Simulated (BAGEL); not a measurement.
**doublet CH4O2Si+: levels of theory compared**

Aim: a comparison of 5 runs (UHF/STO-3G, UHF/3-21G, ROHF/6-31G*, ROHF/6-311+G**, UHF/6-311+G**) of doublet CH4O2Si+. 

Program for the calculation: BAGEL 1.2.2.

22 further runs of the same task are left out: 22 set aside as unsound or not needed.

**1. The system as given**

CH4O2Si+ has 8 atoms, charge +1, and is taken as a doublet. As SMILES of the parent species, `CO[Si]O`. Geometry: relaxed at PBE0-D4/def2-TZVP. This is one conformer, not always the lowest. That shape belongs to the parent species and isn't relaxed for this state.

Bond lengths: C1–O2 1.411 Å, O2–Si3 1.657 Å, Si3–O4 1.644 Å, C1–H5 1.092 Å, C1–H6 1.097 Å, C1–H7 1.092 Å, O4–H8 0.963 Å. Angles: C1–O2–Si3 123.9°, O2–Si3–O4 99.6°, O2–C1–H5 109.5°, O2–C1–H6 112.0°, O2–C1–H7 109.5°, Si3–O4–H8 117.2°, H5–C1–H6 108.6°, H5–C1–H7 108.7°, H6–C1–H7 108.6°.

**2. A single-point energy at UHF/STO-3G (density fitting with qzvpp-jkfit) (run 1)**

Contents of hf.json:

```json
{ "bagel": [

{
  "title": "molecule",
  "basis": "sto-3g",
  "df_basis": "qzvpp-jkfit",
  "angstrom": "true",
  "geometry": [
    { "atom": "C", "xyz": [   -0.595700,    1.128900,   -0.241700 ] },
    { "atom": "O", "xyz": [    0.002900,   -0.148600,   -0.216100 ] },
    { "atom": "Si", "xyz": [    0.765000,   -0.787100,    1.109800 ] },
    { "atom": "O", "xyz": [    1.218200,   -2.241000,    0.490500 ] },
    { "atom": "H", "xyz": [   -0.124000,    1.736300,   -1.017400 ] },
    { "atom": "H", "xyz": [   -0.496000,    1.649400,    0.718400 ] },
    { "atom": "H", "xyz": [   -1.658300,    1.028200,   -0.474300 ] },
    { "atom": "H", "xyz": [    0.980000,   -2.423400,   -0.425000 ] }
  ]
},
{
  "title": "uhf",
  "charge": 1,
  "nopen": 1
},
{
  "title": "print",
  "file": "orbitals.molden",
  "orbitals": "true"
}

]}
```

Run with:

```sh
$ BAGEL_NUM_THREADS=1 BAGEL hf.json > hf.out
```

Standard output:

```text
* using 1 threads per process

  ===============================================================
  ===============================================================

  *** Geometry ***

  { "atom" : "C", "xyz" : [     -1.125710,      2.133312,     -0.456747 ] },
  { "atom" : "O", "xyz" : [      0.005480,     -0.280813,     -0.408370 ] },
  { "atom" : "Si", "xyz" : [      1.445640,     -1.487403,      2.097218 ] },
  { "atom" : "O", "xyz" : [      2.302064,     -4.234876,      0.926911 ] },
  { "atom" : "H", "xyz" : [     -0.234326,      3.281131,     -1.922607 ] },
  { "atom" : "H", "xyz" : [     -0.937304,      3.116914,      1.357579 ] },
  { "atom" : "H", "xyz" : [     -3.133733,      1.943016,     -0.896297 ] },
  { "atom" : "H", "xyz" : [      1.851932,     -4.579562,     -0.803134 ] },

  Number of auxiliary basis functions:      429

  Since a DF basis is specified, we compute 2- and 3-index integrals:
    o Being stored without compression. Storage requirement is 0.003 GB

  Number of basis functions:       28
  Number of electrons      :       40

    * METHOD: MOLECULE                             0.19

  *** Open-shell HF ***

  === Nuclear Repulsion ===
   162.3873305719

      * DIIS with orbital gradients will be used.

  === UHF iteration (sto-3g) ===
      0       -472.71660324          0.03623705           0.04
      1       -472.80388418          0.01707767           0.03
      2       -472.81875154          0.00674538           0.03
      3       -472.82217704          0.00149278           0.04
      4       -472.82311316          0.00104344           0.04
      5       -472.82378576          0.00101195           0.04
      6       -472.82493205          0.00082175           0.04
      7       -472.82586925          0.00060254           0.04
      8       -472.82635286          0.00030564           0.04
      9       -472.82644556          0.00016760           0.03
     10       -472.82647657          0.00005496           0.03
     11       -472.82647927          0.00001571           0.03
     12       -472.82647943          0.00000570           0.03
     13       -472.82647951          0.00000248           0.04
     14       -472.82647954          0.00000105           0.05
     15       -472.82647955          0.00000055           0.04
     16       -472.82647955          0.00000040           0.04
     17       -472.82647955          0.00000025           0.04
     18       -472.82647956          0.00000011           0.04
     19       -472.82647956          0.00000009           0.04
     20       -472.82647956          0.00000009           0.04
     21       -472.82647956          0.00000007           0.04
     22       -472.82647956          0.00000005           0.04
     23       -472.82647956          0.00000004           0.04
     24       -472.82647956          0.00000002           0.04
     25       -472.82647956          0.00000001           0.04
    * SCF iteration converged.

    * S^2 (UHF) is 0.7954

    * Permanent dipole moment:
           (    0.156042,    -0.590038,    -0.329288) a.u.

    * METHOD: UHF                                  1.05

    * METHOD: PRINT                                0.00

  ===============================================================
```

Run time: 1.5 s. Hardware: 1 thread of Intel Xeon Platinum 8488C (Sapphire Rapids), shared host.

**3. The energy at UHF/3-21G (density fitting with qzvpp-jkfit) (run 2)**

Contents of input.json:

```json
{ "bagel": [

{
  "title": "molecule",
  "basis": "3-21g",
  "df_basis": "qzvpp-jkfit",
  "angstrom": "true",
  "geometry": [
    { "atom": "C", "xyz": [   -0.595700,    1.128900,   -0.241700 ] },
    { "atom": "O", "xyz": [    0.002900,   -0.148600,   -0.216100 ] },
    { "atom": "Si", "xyz": [    0.765000,   -0.787100,    1.109800 ] },
    { "atom": "O", "xyz": [    1.218200,   -2.241000,    0.490500 ] },
    { "atom": "H", "xyz": [   -0.124000,    1.736300,   -1.017400 ] },
    { "atom": "H", "xyz": [   -0.496000,    1.649400,    0.718400 ] },
    { "atom": "H", "xyz": [   -1.658300,    1.028200,   -0.474300 ] },
    { "atom": "H", "xyz": [    0.980000,   -2.423400,   -0.425000 ] }
  ]
},
{
  "title": "uhf",
  "charge": 1,
  "nopen": 1
},
{
  "title": "print",
  "file": "orbitals.molden",
  "orbitals": "true"
}

]}
```

Run with:

```sh
$ BAGEL_NUM_THREADS=1 BAGEL input.json > input.out
```

Standard output:

```text
* using 1 threads per process

  ===============================================================
  ===============================================================

  *** Geometry ***

  { "atom" : "C", "xyz" : [     -1.125710,      2.133312,     -0.456747 ] },
  { "atom" : "O", "xyz" : [      0.005480,     -0.280813,     -0.408370 ] },
  { "atom" : "Si", "xyz" : [      1.445640,     -1.487403,      2.097218 ] },
  { "atom" : "O", "xyz" : [      2.302064,     -4.234876,      0.926911 ] },
  { "atom" : "H", "xyz" : [     -0.234326,      3.281131,     -1.922607 ] },
  { "atom" : "H", "xyz" : [     -0.937304,      3.116914,      1.357579 ] },
  { "atom" : "H", "xyz" : [     -3.133733,      1.943016,     -0.896297 ] },
  { "atom" : "H", "xyz" : [      1.851932,     -4.579562,     -0.803134 ] },

  Number of auxiliary basis functions:      429

  Since a DF basis is specified, we compute 2- and 3-index integrals:
    o Being stored without compression. Storage requirement is 0.008 GB

  Number of basis functions:       48
  Number of electrons      :       40

    * METHOD: MOLECULE                             0.13

  *** Open-shell HF ***

  === Nuclear Repulsion ===
   162.3873305719

      * DIIS with orbital gradients will be used.

  === UHF iteration (3-21g) ===
      0       -475.83401426          0.05631374           0.08
      1       -475.95208668          0.03986276           0.07
      2       -475.98787861          0.02669840           0.07
      3       -476.01441776          0.00126990           0.07
      4       -476.01476946          0.00065086           0.07
      5       -476.01485118          0.00028231           0.07
      6       -476.01489443          0.00016832           0.12
      7       -476.01492421          0.00013444           0.07
      8       -476.01494549          0.00008368           0.07
      9       -476.01495546          0.00004370           0.07
     10       -476.01495785          0.00002218           0.07
     11       -476.01495846          0.00001024           0.07
     12       -476.01495854          0.00000597           0.07
     13       -476.01495859          0.00000162           0.07
     14       -476.01495860          0.00000099           0.07
     15       -476.01495860          0.00000043           0.07
     16       -476.01495860          0.00000020           0.07
     17       -476.01495860          0.00000008           0.07
     18       -476.01495860          0.00000006           0.07
     19       -476.01495860          0.00000004           0.07
     20       -476.01495860          0.00000002           0.07
     21       -476.01495860          0.00000001           0.07
    * SCF iteration converged.

    * S^2 (UHF) is 0.7646

    * Permanent dipole moment:
           (    0.043741,    -0.808796,    -0.934822) a.u.

    * METHOD: UHF                                  1.71

    * METHOD: PRINT                                0.01

  ===============================================================
```

Wall time 2.1 s (1 thread of Intel Xeon Platinum 8488C (Sapphire Rapids), shared host).

Runs 3 to 4 aren't shown in full; the table further down has their settings and results.

**4. The energy at UHF/6-311+G(d,p) (density fitting with qzvpp-jkfit) (run 5)**

Contents of job.json:

```json
{ "bagel": [

{
  "title": "molecule",
  "basis": "6-311+gss.json",
  "df_basis": "qzvpp-jkfit",
  "angstrom": "true",
  "geometry": [
    { "atom": "C", "xyz": [   -0.595700,    1.128900,   -0.241700 ] },
    { "atom": "O", "xyz": [    0.002900,   -0.148600,   -0.216100 ] },
    { "atom": "Si", "xyz": [    0.765000,   -0.787100,    1.109800 ] },
    { "atom": "O", "xyz": [    1.218200,   -2.241000,    0.490500 ] },
    { "atom": "H", "xyz": [   -0.124000,    1.736300,   -1.017400 ] },
    { "atom": "H", "xyz": [   -0.496000,    1.649400,    0.718400 ] },
    { "atom": "H", "xyz": [   -1.658300,    1.028200,   -0.474300 ] },
    { "atom": "H", "xyz": [    0.980000,   -2.423400,   -0.425000 ] }
  ]
},
{ "title": "uhf", "charge": 1, "nopen": 1 },
{ "title": "print", "file": "orbitals.molden", "orbitals": "true" }

]}
```

The basis set 6-311+G** is read from a file made from the Basis Set Exchange's data (not shown).

Run with:

```sh
$ BAGEL_NUM_THREADS=1 BAGEL job.json > job.out
```

Standard output:

```text
* using 1 threads per process

  ===============================================================
  ===============================================================

  *** Geometry ***

  { "atom" : "C", "xyz" : [     -1.125710,      2.133312,     -0.456747 ] },
  { "atom" : "O", "xyz" : [      0.005480,     -0.280813,     -0.408370 ] },
  { "atom" : "Si", "xyz" : [      1.445640,     -1.487403,      2.097218 ] },
  { "atom" : "O", "xyz" : [      2.302064,     -4.234876,      0.926911 ] },
  { "atom" : "H", "xyz" : [     -0.234326,      3.281131,     -1.922607 ] },
  { "atom" : "H", "xyz" : [     -0.937304,      3.116914,      1.357579 ] },
  { "atom" : "H", "xyz" : [     -3.133733,      1.943016,     -0.896297 ] },
  { "atom" : "H", "xyz" : [      1.851932,     -4.579562,     -0.803134 ] },

  Number of auxiliary basis functions:      429

  Since a DF basis is specified, we compute 2- and 3-index integrals:
    o Being stored without compression. Storage requirement is 0.049 GB

  Number of basis functions:      120
  Number of electrons      :       40

    * METHOD: MOLECULE                             0.34

  *** Open-shell HF ***

  === Nuclear Repulsion ===
   162.3873305719

      * DIIS with orbital gradients will be used.

  === UHF iteration (6-311+gss.json) ===
      0       -478.20055593          0.05808033           0.23
      1       -478.39952546          0.04990424           0.25
      2       -478.51255716          0.03668976           0.23
      3       -478.64533892          0.00197161           0.25
      4       -478.64670102          0.00102545           0.24
      5       -478.64703907          0.00034361           0.26
      6       -478.64712296          0.00013516           0.24
      7       -478.64714259          0.00005730           0.26
      8       -478.64715013          0.00002732           0.24
      9       -478.64715156          0.00001603           0.26
     10       -478.64715238          0.00000643           0.25
     11       -478.64715262          0.00000340           0.26
     12       -478.64715267          0.00000180           0.24
     13       -478.64715269          0.00000067           0.27
     14       -478.64715270          0.00000040           0.25
     15       -478.64715270          0.00000030           0.26
     16       -478.64715270          0.00000026           0.25
     17       -478.64715270          0.00000019           0.26
     18       -478.64715270          0.00000012           0.24
     19       -478.64715270          0.00000007           0.25
     20       -478.64715270          0.00000003           0.20
     21       -478.64715270          0.00000002           0.20
     22       -478.64715270          0.00000001           0.19
    * SCF iteration converged.

    * S^2 (UHF) is 0.7613

    * Permanent dipole moment:
           (   -0.039453,    -0.665363,    -0.983234) a.u.

    * METHOD: UHF                                  5.87

    * METHOD: PRINT                                0.02

  ===============================================================
```

It took 6.6 s on 1 thread of Intel Xeon Platinum 8488C (Sapphire Rapids), shared host; peak memory 0.14 GiB.

**5. Overview of the runs**

| run | level | energy (Eh) | ⟨S²⟩ | wall time |
| --- | --- | --- | --- | --- |
| 1 | UHF/STO-3G (density fitting with qzvpp-jkfit) | -472.826480 | 0.795 | 1.5 s |
| 2 | UHF/3-21G (density fitting with qzvpp-jkfit) | -476.014959 | 0.765 | 2.1 s |
| 3 | ROHF/6-31G* (density fitting with qzvpp-jkfit, spherical functions) | -478.562008 | 0.750 | 2.9 s |
| 4 | ROHF/6-311+G** (density fitting with qzvpp-jkfit) | -478.644759 | 0.750 | 6.6 s |
| 5 | UHF/6-311+G** (density fitting with qzvpp-jkfit) | -478.647153 | 0.761 | 6.6 s |

**6. Summary of results**

| quantity | value |
| --- | --- |
| run 5: total energy | -478.64715 Eh |
| run 5: ⟨S²⟩ | 0.761 |

**Reading.** In run 1 the basis is minimal, so the values are rough. All runs together took 20 s, the longest 6.6 s.
